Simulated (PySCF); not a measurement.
# P (quartet) at other levels of theory

Starting from one script, swap the method and compare what comes out for P (quartet).

Method: each script names its method and basis; program: PySCF 2.14.0.

### 1 The atom

P (quartet): 1 atom, charge 0, spin multiplicity 4.

### 2 Base script

input.py reads:

```python
from pyscf import gto, dft

mol = gto.M(
    atom='P 0 0 0',
    basis='3-21g',
    charge=0,
    spin=3,
    verbose=4,
)
mf = dft.UKS(mol, xc='tpss')
mf.kernel()
mf.analyze()
print('orbital energies (hartree):', [e[max(0, n-3):n+3].round(4) for e, n in zip(mf.mo_energy, mol.nelec)])
```

The run is started by

```bash
> OMP_NUM_THREADS=1 python input.py
```

Its log is not repeated here.

In short: E(SCF) = -339.553967 Eh, 6 cycles, ⟨S²⟩ = 3.750.

The quartet is typed in the script; nothing here shows that it is the ground state.

### 3 Polarisability

Variant 1 changes step after the SCF: analyze → polarizability.

input.py reads:

```python
from pyscf import gto, dft
from pyscf.prop.polarizability import uhf as pol

mol = gto.M(
    atom='P 0 0 0',
    basis='3-21g',
    charge=0,
    spin=3,
    verbose=4,
)
mf = dft.UKS(mol, xc='tpss')
mf.kernel()
print('polarizability (a.u.)')
print(pol.Polarizability(mf).polarizability().round(4))
mf.dip_moment()
print('orbital energies (hartree):', [e[max(0, n-3):n+3].round(4) for e, n in zip(mf.mo_energy, mol.nelec)])
```

The run is started by

```bash
> OMP_NUM_THREADS=1 python input.py
```

### 4 Mn15

Variant 2 changes functional: tpss → mn15.

Edit input.py of step 2 so:

```diff
@@ -9,3 +9,3 @@
 )
-mf = dft.UKS(mol, xc='tpss')
+mf = dft.UKS(mol, xc='mn15')
 mf.kernel()
```

### 5 CISD (UHF)

Variant 3 changes step after the SCF: analyze → cisd; SCF type: UKS → UHF; functional: tpss → none (Hartree–Fock).

input.py reads:

```python
from pyscf import gto, scf, ci

mol = gto.M(
    atom='P 0 0 0',
    basis='3-21g',
    charge=0,
    spin=3,
    verbose=4,
)
mf = scf.UHF(mol)
mf.kernel()
ci.CISD(mf).kernel()
mf.dip_moment()
print('orbital energies (hartree):', [e[max(0, n-3):n+3].round(4) for e, n in zip(mf.mo_energy, mol.nelec)])
```

### 6 CCSD(T) (UHF)

Variant 4 changes step after the SCF: analyze → ccsd(t); SCF type: UKS → UHF; functional: tpss → none (Hartree–Fock); frozen orbitals: none → 5.

input.py reads:

```python
from pyscf import gto, scf, cc

mol = gto.M(
    atom='P 0 0 0',
    basis='3-21g',
    charge=0,
    spin=3,
    verbose=4,
)
mf = scf.UHF(mol)
mf.kernel()
mycc = cc.CCSD(mf, frozen=5)
mycc.kernel()
mycc.ccsd_t()
mf.dip_moment()
print('orbital energies (hartree):', [e[max(0, n-3):n+3].round(4) for e, n in zip(mf.mo_energy, mol.nelec)])
```

Before running it: what results should come out? Wanted: for each run, E(SCF); from base; gap, α spin; after the SCF.

As calculated:

```
           run  E(SCF) (hartree)  from base (eV)  cycles  gap, α spin (eV)                               after the SCF
          base       -339.553967               0       6             15.51                                         n/a
polarisability       -339.553967          0.0000       6             15.51                                         n/a
          mn15       -339.200579  not comparable       6             17.56                                         n/a
    CISD (UHF)       -339.000079  not comparable       7             24.45                  CISD correlation -0.617 eV
 CCSD(T) (UHF)       -339.000079  not comparable       7             24.45  CCSD(T) correlation -0.478 eV, core frozen
```

The α-spin gap between the frontier levels is 15.5 eV with tpss (0 % exact exchange) and 17.6 eV with mn15 (44 %): exact exchange opens it. Total energies of different functionals can't be compared with each other; differences within one functional can.
